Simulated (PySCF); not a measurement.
**Zr³⁺: dipole response in aug-cc-pwCVDZ-PP with ECP28**

Aim: the static polarisability and the C₆ coefficient of Zr³⁺, method by method.

The numbers are computed with PySCF 2.14.0 (unrestricted determinants in a Gaussian basis, no spin-orbit coupling in the energies), except any that are marked as measured or tabulated.

### 1 Starting point

```
Element     : zirconium (Z = 40)
Basis       : aug-cc-pwCVDZ-PP with ECP28MDF
Hamiltonian : a scalar-relativistic core potential
State 1     : Zr³⁺: [Kr] 4d1, 2D determinant
Methods     : UHF, PBE, PBE0, r2SCANh, B97-3
```

Outer shells as boxes (Hund's rule):

Zr3+ [Kr] 4d1
```
[Kr] core
4d [↑ ][  ][  ][  ][  ]
```

The runs were made by one driver on top of PySCF. The scripts below sum up each run's settings (the driver also hands on starting orbitals that pick excited configurations, and frozen orbitals as a list rather than a count), and the logs come from the driver's own runs. The driver starts from symmetry-adapted Hartree-Fock orbitals, holds the occupation by maximum overlap and uses a logarithmic radial grid for functionals, so a plain start would take other cycles.

The integrals over 70 functions and the set-up took 0.25 s of CPU time.

### 2 Zr³⁺

Level: UHF.

input.py reads:

```python
from pyscf import gto, scf, dft, mp, cc
import basis_set_exchange as bse
txt = bse.get_basis("aug-cc-pwCVDZ-PP", elements=["Zr"], fmt="nwchem", header=False)
cut = txt.index("\nECP")
mol = gto.M(atom="Zr 0 0 0", charge=3, spin=1, symmetry="D2h",
            basis=gto.basis.parse(txt[:cut]),
            ecp={"Zr": gto.basis.parse_ecp(txt[cut:])})
mf = scf.UHF(mol)
mf.irrep_nelec = {'Ag': (1, 1), 'B1g': (1, 0), 'B1u': (1, 1), 'B2u': (1, 1), 'B3u': (1, 1)}
mf.kernel()
```

The log of the run:

```text
damping factor = 0
level_shift factor = 0
DIIS = <class 'pyscf.scf.diis.CDIIS'>
diis_start_cycle = 1
diis_space = 10
diis_damp = 0
SCF conv_tol = 1e-09
SCF conv_tol_grad = None
number electrons alpha = 5  beta = 4
cycle= 1 E= -44.8403444767645  delta_E= -0.00453  |g|= 0.0232  |ddm|= 0.0453
cycle= 2 E= -44.8405622742404  delta_E= -0.000218  |g|= 0.00617  |ddm|= 0.0128
cycle= 3 E= -44.8405806054785  delta_E= -1.83e-05  |g|= 0.000665  |ddm|= 0.00959
cycle= 4 E= -44.8405808998235  delta_E= -2.94e-07  |g|= 4.36e-05  |ddm|= 0.0015
cycle= 5 E= -44.8405809009782  delta_E= -1.15e-09  |g|= 6.24e-06  |ddm|= 0.000176
cycle= 6 E= -44.8405809009978  delta_E= -1.96e-11  |g|= 8.73e-07  |ddm|= 5.18e-05
converged SCF energy = -44.8405809009978  <S^2> = 0.75280024  2S+1 = 2.0027983
```

It used 4.6 s of CPU time after the integrals (shared host).

Orbital energies by shell (radii are means over both spins):

```
shell  electrons  mean orbital energy (eV)  spread (eV)  rms radius (bohr)
 4s α          1                   -95.596            0               1.30
 4s β          1                   -94.303            0               1.30
 4p α          3                   -68.036        1.039               1.45
 4p β          3                   -66.260        1.453               1.45
 4d α          1                   -33.968            0               1.98
```

⟨S²⟩ = 0.753, ⟨L²⟩ = 6.03.

The driver then solved the coupled dipole response at imaginary frequencies: mean α = 5.408 bohr³ (xx, yy, zz: 6.052, 6.052, 4.120), C₆ = 22.16 au for a like pair.

Energies and moments cover only the electrons outside the core potential.

Level: PBE.

Changes to input.py:

```diff
@@ -7,3 +7,3 @@
             ecp={"Zr": gto.basis.parse_ecp(txt[cut:])})
-mf = scf.UHF(mol)
+mf = dft.UKS(mol, xc="PBE")
 mf.irrep_nelec = {'Ag': (1, 1), 'B1g': (1, 0), 'B1u': (1, 1), 'B2u': (1, 1), 'B3u': (1, 1)}
```

The log of the run:

```text
damping factor = 0
level_shift factor = 0
DIIS = <class 'pyscf.scf.diis.CDIIS'>
diis_start_cycle = 1
diis_space = 10
diis_damp = 0
SCF conv_tol = 1e-09
SCF conv_tol_grad = None
number electrons alpha = 5  beta = 4
XC functionals = PBE
    J. P. Perdew, K. Burke, and M. Ernzerhof.,  Phys. Rev. Lett. 77, 3865 (1996)
    J. P. Perdew, K. Burke, and M. Ernzerhof.,  Phys. Rev. Lett. 78, 1396 (1997)
    J. P. Perdew, K. Burke, and M. Ernzerhof.,  Phys. Rev. Lett. 77, 3865 (1996)
    J. P. Perdew, K. Burke, and M. Ernzerhof.,  Phys. Rev. Lett. 78, 1396 (1997)
cycle= 1 E= -45.1664655099075  delta_E= -0.00261  |g|= 0.0176  |ddm|= 1.11
cycle= 2 E= -45.1665549139062  delta_E= -8.94e-05  |g|= 0.0047  |ddm|= 0.149
cycle= 3 E= -45.1665619147856  delta_E= -7e-06  |g|= 0.000345  |ddm|= 0.0395
cycle= 4 E= -45.1665619538132  delta_E= -3.9e-08  |g|= 4.58e-05  |ddm|= 0.00309
cycle= 5 E= -45.1665619545911  delta_E= -7.78e-10  |g|= 6.76e-07  |ddm|= 0.000277
converged SCF energy = -45.1665619545911  <S^2> = 0.750587  2S+1 = 2.0005869
```

CPU time 7.3 s on a shared host, the integrals not counted.

The driver then solved the coupled dipole response at imaginary frequencies: mean α = 5.734 bohr³ (xx, yy, zz: 6.479, 6.479, 4.243), C₆ = 23.35 au for a like pair.

Level: PBE0.

Changes to input.py:

```diff
@@ -7,3 +7,3 @@
             ecp={"Zr": gto.basis.parse_ecp(txt[cut:])})
-mf = dft.UKS(mol, xc="PBE")
+mf = dft.UKS(mol, xc="PBE0")
 mf.irrep_nelec = {'Ag': (1, 1), 'B1g': (1, 0), 'B1u': (1, 1), 'B2u': (1, 1), 'B3u': (1, 1)}
```

The log of the run:

```text
damping factor = 0
level_shift factor = 0
DIIS = <class 'pyscf.scf.diis.CDIIS'>
diis_start_cycle = 1
diis_space = 10
diis_damp = 0
SCF conv_tol = 1e-09
SCF conv_tol_grad = None
number electrons alpha = 5  beta = 4
XC functionals = PBE0
    C. Adamo and V. Barone.,  J. Chem. Phys. 110, 6158 (1999)
    M. Ernzerhof and G. E. Scuseria.,  J. Chem. Phys. 110, 5029 (1999)
cycle= 1 E= -45.1667486092942  delta_E= -0.00254  |g|= 0.0122  |ddm|= 0.498
cycle= 2 E= -45.1667963164878  delta_E= -4.77e-05  |g|= 0.00216  |ddm|= 0.0975
cycle= 3 E= -45.1667978494943  delta_E= -1.53e-06  |g|= 0.000335  |ddm|= 0.0223
cycle= 4 E= -45.1667978902333  delta_E= -4.07e-08  |g|= 4.37e-05  |ddm|= 0.00299
cycle= 5 E= -45.1667978909502  delta_E= -7.17e-10  |g|= 3.45e-06  |ddm|= 0.000348
converged SCF energy = -45.1667978909502  <S^2> = 0.75094346  2S+1 = 2.0009432
```

It used 11 s of CPU time after the integrals (shared host).

The driver then solved the coupled dipole response at imaginary frequencies: mean α = 5.594 bohr³ (xx, yy, zz: 6.294, 6.294, 4.194), C₆ = 22.85 au for a like pair.

Level: r2SCANh.

Changes to input.py:

```diff
@@ -7,3 +7,3 @@
             ecp={"Zr": gto.basis.parse_ecp(txt[cut:])})
-mf = dft.UKS(mol, xc="PBE0")
+mf = dft.UKS(mol, xc="HYB_MGGA_XC_R2SCANH")
 mf.irrep_nelec = {'Ag': (1, 1), 'B1g': (1, 0), 'B1u': (1, 1), 'B2u': (1, 1), 'B3u': (1, 1)}
```

The log of the run:

```text
damping factor = 0
level_shift factor = 0
DIIS = <class 'pyscf.scf.diis.CDIIS'>
diis_start_cycle = 1
diis_space = 10
diis_damp = 0
SCF conv_tol = 1e-09
SCF conv_tol_grad = None
number electrons alpha = 5  beta = 4
XC functionals = HYB_MGGA_XC_R2SCANH
    M. Bursch, H. Neugebauer, S. Ehlert, and S. Grimme.,  J. Chem. Phys. 156, 134105 (2022)
cycle= 1 E= -45.1869419991101  delta_E= -0.00292  |g|= 0.0133  |ddm|= 0.47
cycle= 2 E= -45.1869966271273  delta_E= -5.46e-05  |g|= 0.00252  |ddm|= 0.157
cycle= 3 E= -45.1869986658146  delta_E= -2.04e-06  |g|= 0.000329  |ddm|= 0.0306
cycle= 4 E= -45.186998704206  delta_E= -3.84e-08  |g|= 4.15e-05  |ddm|= 0.00355
cycle= 5 E= -45.1869987048978  delta_E= -6.92e-10  |g|= 3.88e-06  |ddm|= 0.000343
converged SCF energy = -45.1869987048978  <S^2> = 0.75129397  2S+1 = 2.0012936
```

It used 29 s of CPU time after the integrals (shared host).

The driver then solved the coupled dipole response at imaginary frequencies: mean α = 5.631 bohr³ (xx, yy, zz: 6.356, 6.356, 4.182), C₆ = 23.47 au for a like pair.

Level: B97-3.

Changes to input.py:

```diff
@@ -7,3 +7,3 @@
             ecp={"Zr": gto.basis.parse_ecp(txt[cut:])})
-mf = dft.UKS(mol, xc="HYB_MGGA_XC_R2SCANH")
+mf = dft.UKS(mol, xc="HYB_GGA_XC_B97_3")
 mf.irrep_nelec = {'Ag': (1, 1), 'B1g': (1, 0), 'B1u': (1, 1), 'B2u': (1, 1), 'B3u': (1, 1)}
```

The log of the run:

```text
damping factor = 0
level_shift factor = 0
DIIS = <class 'pyscf.scf.diis.CDIIS'>
diis_start_cycle = 1
diis_space = 10
diis_damp = 0
SCF conv_tol = 1e-09
SCF conv_tol_grad = None
number electrons alpha = 5  beta = 4
XC functionals = HYB_GGA_XC_B97_3
    T. W. Keal and D. J. Tozer.,  J. Chem. Phys. 123, 121103 (2005)
cycle= 1 E= -45.1913669805298  delta_E= -0.00264  |g|= 0.013  |ddm|= 0.901
cycle= 2 E= -45.1914187174217  delta_E= -5.17e-05  |g|= 0.00247  |ddm|= 0.144
cycle= 3 E= -45.191420701901  delta_E= -1.98e-06  |g|= 0.000347  |ddm|= 0.0307
cycle= 4 E= -45.191420745465  delta_E= -4.36e-08  |g|= 3.78e-05  |ddm|= 0.00392
cycle= 5 E= -45.1914207460596  delta_E= -5.95e-10  |g|= 2.74e-06  |ddm|= 0.000266
converged SCF energy = -45.1914207460596  <S^2> = 0.75071014  2S+1 = 2.00071
```

It used 12 s of CPU time after the integrals (shared host).

The driver then solved the coupled dipole response at imaginary frequencies: mean α = 5.566 bohr³ (xx, yy, zz: 6.256, 6.256, 4.185), C₆ = 22.74 au for a like pair.

Radial density 4πr²ρ of Zr³⁺ at UHF, the electrons outside the core potential:

```
r (bohr)   density  spin density
  0.0368  1.11e-05         0.000
  0.0620  3.39e-05         0.000
   0.104  0.000132         0.000
   0.175  0.000935         0.000
   0.295    0.0150         0.001
   0.496     0.446         0.020
   0.834      5.44         0.199
    1.40      7.12         0.613
    2.36      1.04         0.337
    3.97    0.0254         0.022
    6.68  6.18e-05         0.000
```

### 3 The response side by side

Zr³⁺, in atomic units:

```
 method  mean α  C₆ (like pair)  S(−4)
    UHF   5.408           22.16  11.06
    PBE   5.734           23.35  14.71
   PBE0   5.594           22.85  13.01
r2SCANh   5.631           23.47  12.48
  B97-3   5.566           22.74  12.59
```

α(iu) at B97-3:

```
u (hartree)  α(iu) (bohr³)
          0          5.566
     0.0500          5.535
      0.100          5.446
      0.200          5.152
      0.300          4.792
      0.500          4.097
      0.750          3.369
       1.00          2.776
       1.50          1.907
       2.00          1.346
       3.00         0.7403
       5.00         0.3067
```

### 4 What came out

| quantity | value |
| --- | --- |
| α of Zr³⁺ | 5.408 (UHF) to 5.734 (PBE) bohr³ |

A single London oscillator with the computed α and C₆ of Zr³⁺ at UHF would have ω = 4 C₆ / (3 α²) = 1.01 hartree. The basis is finite, and no extrapolation was made.
